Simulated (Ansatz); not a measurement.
This was printed by a script on the Python package of Ansatz (0.2.0), for harmonic frequencies at the relaxed geometry of BeF (charge -1). What did the script look like? Use (for the species named): PBE0, def2-SVP basis, multiplicity 1, D4 dispersion.

```xyz
2

Be    0.0000    0.0000    0.0000
F     0.0000    0.0000    1.6750
```

```console
$ python freq_bef.py
final positions (A) and the move of each atom
Be    0.00000   -0.00000    0.11579    0.1158
F    -0.00000    0.00000    1.55921    0.1158
frequencies (1/cm): 1068
imaginary modes: 0  zero-point energy: 0.0662 eV
T (K)   F_vib (eV)   S_vib (meV/K)   C_vib (meV/K)
 298.1      0.0661        0.0031          0.0134
 398.1      0.0655        0.0090          0.0282
 498.1      0.0642        0.0168          0.0412
```

One script that gives this output:

`freq_bef.py`
```python
"""Harmonic frequencies of BeF(-) at its relaxed geometry."""

import warnings

import ansatz as az
import numpy as np

warnings.simplefilter("ignore", az.DeckWarning)

mol = (
    az.Crystal.molecule()
    .atom("Be", (0.0, 0.0, 0.0))
    .atom("F", (0.0, 0.0, 1.675))
)

setup = (
    mol.calculation()
    .basis(gaussian="def2-SVP")
    .functional("pbe0", dispersion="d4")
    .charge(-1)
    .accuracy("medium")
    .scf(lower_state_search="off")
)
symbols = [site.symbol for site in mol.cartesian_sites]
start = np.array([site.position_ang for site in mol.cartesian_sites], dtype=float)
r = setup.relax(force_tolerance=0.003, max_steps=100).run().report
end = np.array(r["positions_ang"])

print("final positions (A) and the move of each atom")
for symbol, xyz, old in zip(symbols, end, start):
    print(f"{symbol:2s} {xyz[0]:10.5f} {xyz[1]:10.5f} {xyz[2]:10.5f}   {np.linalg.norm(xyz - old):7.4f}")

# frequencies need a stationary point, so they are taken at the relaxed geometry
minimum = az.Crystal.molecule()
for symbol, place in zip(symbols, end):
    minimum = minimum.atom(symbol, place.tolist())
vibrating = minimum.calculation()
vibrating = vibrating.basis(gaussian="def2-SVP")
vibrating = vibrating.functional("pbe0", dispersion="d4")
vibrating = vibrating.charge(-1)
vibrating = vibrating.accuracy("medium")
vibrating = vibrating.scf(lower_state_search="off")
vibrating = vibrating.phonons(temperatures=(298.15, 498.15, 100))
vib = vibrating.run().report["vibrations"]
sums = vib["harmonic_sums"]
modes = [m["omega_inv_cm"] for m in sums["modes_at_gamma"] if m["rigid_motion"] == "no"]
print("frequencies (1/cm):", " ".join(f"{w:.0f}" for w in modes))
print("imaginary modes:", sum(w < 0 for w in modes), " zero-point energy:", round(sums["zero_point_energy_ev"], 4), "eV")
print("T (K)   F_vib (eV)   S_vib (meV/K)   C_vib (meV/K)")
for row in zip(sums["temperatures_k"], sums["vibrational_free_energy_ev"], vib["entropy_ev_per_k"], vib["heat_capacity_ev_per_k"]):
    print(f"{row[0]:6.1f} {row[1]:11.4f} {1000 * row[2]:13.4f} {1000 * row[3]:15.4f}")
```

These settings explore the input space; basis and method may be short of convergence. The frequencies are harmonic and unscaled, in a modest basis. The spin state was assumed, and another may lie lower. Anions want diffuse functions, which this basis lacks. Wall time of the script: 4.8 s on 1 thread of Arm Neoverse V1, on a shared host, peak memory 0.15 GiB.
